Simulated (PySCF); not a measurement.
# CeH4O4 ([Ce(OH)4]-): the cost of one run

Computed with PySCF 2.14.0 and routines of our own; the level stands in each step. Atoms count from 0.

### Step 1. The starting structure

9 atoms, charge -1, states of the metal's open shell are computed; geometry from: model geometry, bond lengths from ionic radii.

### Step 2. Ligand-field states: state-averaged CASSCF in water

What the job is given:

```
{"job": {"kind": "lf", "basis": {"metal": "x2c-TZVPall", "ligand": "x2c-SVPall"}, "nevpt": true, "solvent": "water"}, "charge": -1, "metal": "Ce", "open_shell": "f1"}
Ce     0.000000     0.000000     0.000000
O      1.304811     1.304811     1.304812
H      1.050895     2.182266     1.616581
O     -1.304811    -1.304811     1.304812
H     -1.050895    -2.182266     1.616581
O     -1.304811     1.304811    -1.304812
H     -2.182266     1.050895    -1.616581
O      1.304811    -1.304811    -1.304812
H      2.182266    -1.050895    -1.616581
```

Method: state-averaged CASSCF of the metal f shell, SC-NEVPT2 on the averaged canonical orbitals, state-interaction spin-orbit coupling.

Run with:

```bash
$ OMP_NUM_THREADS=1 python lf_run.py task.json out
```

One launch serves the whole session: the jobs run in the order shown.

**Question.** How long does this first job take on 1 thread of Intel Xeon 6975P-C, shared host, and how much memory does it need?

About 21 s, with a peak of 0.5 GiB.
